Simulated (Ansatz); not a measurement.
**Ge2H4Cl radical: a ladder of functionals and wavefunction methods**

One table from this session's results is given with a row withheld; the runs are named, their logs left out.

Method: functionals in def2-TZVPP, the program's frozen cores in correlated methods; program: Ansatz 0.2.0, Gaussian basis.

The runs, in order: LDA (SPW92), PBE-D4, revPBE-D4, BLYP-D4, r2SCAN-D4, B97M-V, PBE0-D4, B3LYP-D4, r2SCANh-D4, r2SCAN0-D4, HSE06-D4, BHLYP-D4, CAM-B3LYP-D4, LC-ωPBE, ωB97X-V, ωB97M-V, B2PLYP, PBE-QIDH; CCSD(T)/def2-SVP; CCSD(T)/def2-TZVPP; MP2/def2-QZVPP; extrapolation to the limit; RPA on PBE.

## The relaxed structure

An earlier PBE0-D4 in a triple-zeta def2 set relaxation fixed the geometry.

7 atoms, charge 0, spin multiplicity 2.

Atoms are counted from 1 here; the program's logs count them from 0.

Bond lengths: Cl1–Ge2 2.169 Å, Ge2–Ge3 2.441 Å, Ge2–H4 1.552 Å, Ge3–H5 1.533 Å, Ge3–H6 1.538 Å, Ge3–H7 1.536 Å. Angles: Cl1–Ge2–Ge3 107.2°, Cl1–Ge2–H4 104.7°, Ge3–Ge2–H4 114.8°, Ge2–Ge3–H5 108.1°, Ge2–Ge3–H6 110.5°, Ge2–Ge3–H7 108.4°, H5–Ge3–H6 110.0°, H5–Ge3–H7 109.8°, H6–Ge3–H7 109.9°.

As a file:

```xyz
7
ClGe2H4
Cl   -2.3966   -1.4054   -0.2342
Ge   -0.2275   -1.4228   -0.2300
Ge    0.5136    0.9016   -0.1521
H     0.1568   -2.2697    1.0126
H     0.0086    1.6054   -1.4172
H    -0.0433    1.6019    1.0984
H     2.0496    0.9210   -0.1230
```

The first run:

in.yaml

```yaml
crystal:
  periodic: [false, false, false]
  atoms:
    - {symbol: Cl, position_ang: [-2.396617, -1.405408, -0.234234]}
    - {symbol: Ge, position_ang: [-0.227548, -1.422794, -0.230007]}
    - {symbol: Ge, position_ang: [0.513571, 0.901584, -0.152108]}
    - {symbol: H, position_ang: [0.156850, -2.269654, 1.012588]}
    - {symbol: H, position_ang: [0.008564, 1.605442, -1.417168]}
    - {symbol: H, position_ang: [-0.043253, 1.601937, 1.098397]}
    - {symbol: H, position_ang: [2.049633, 0.920994, -0.122969]}
basis:
  gaussian: {orbitals: def2-TZVPP}
magnetization: {spin_polarized: true, initial_magnetization: 1}
hamiltonian: {xc: lda}
output: {orbitals: {seedname: orbitals}}
```

On the command line:

```bash
$ ansatz run in.yaml --threads 4 --pin off --events-out ev --progress --plain --max-ram 10444MiB
```

Steps of the session up to this table: LDA; PBE-D4 (GGA); revPBE-D4 (GGA); BLYP-D4 (GGA); r2SCAN-D4 (meta-GGA); B97M-V (meta-GGA); PBE0-D4 (hybrid); B3LYP-D4 (hybrid); r2SCANh-D4 (hybrid); r2SCAN0-D4 (hybrid); HSE06-D4 (hybrid); BHLYP-D4 (hybrid); CAM-B3LYP-D4 (range-separated); LC-ωPBE (range-separated); ωB97X-V (range-separated); ωB97M-V (range-separated); B2PLYP (double hybrid); PBE-QIDH (double hybrid).

One of the session's tables, all rows but one given; the rest of the session is left out.

It belongs to the step «Frontier levels by functional». 

```
  functional  HOMO (eV)  LUMO (eV)  gap (eV)
 LDA (SPW92)      -5.28      -4.48      0.80
      PBE-D4      -5.25      -4.13      1.12
   revPBE-D4      -5.23      -4.00      1.23
     BLYP-D4      -5.04      -4.14      0.90
   r2SCAN-D4      -5.63      -3.83      1.80
      B97M-V      -5.50      -4.23      1.27
     PBE0-D4      -6.34      -3.27      3.07
    B3LYP-D4      -6.06      -3.64      2.42
  r2SCANh-D4      -6.03      -3.52      2.51
  r2SCAN0-D4      -6.62      -3.06      3.56
    HSE06-D4      -5.95      -3.65      2.31
    BHLYP-D4      -7.22      -2.47      4.75
CAM-B3LYP-D4      -7.50      -2.37      5.13
     LC-ωPBE      -8.89      -1.02      7.87
     ωB97X-V      -8.41      -1.43      6.98
     ωB97M-V          ?          ?         ?
```

**Question.** Estimate the row for ωB97M-V.

**Answer.** HOMO (eV): -8.24; LUMO (eV): -1.51; gap (eV): 6.73. In the column «HOMO (eV)» it lies between ωB97X-V (-8.41) and CAM-B3LYP-D4 (-7.50).
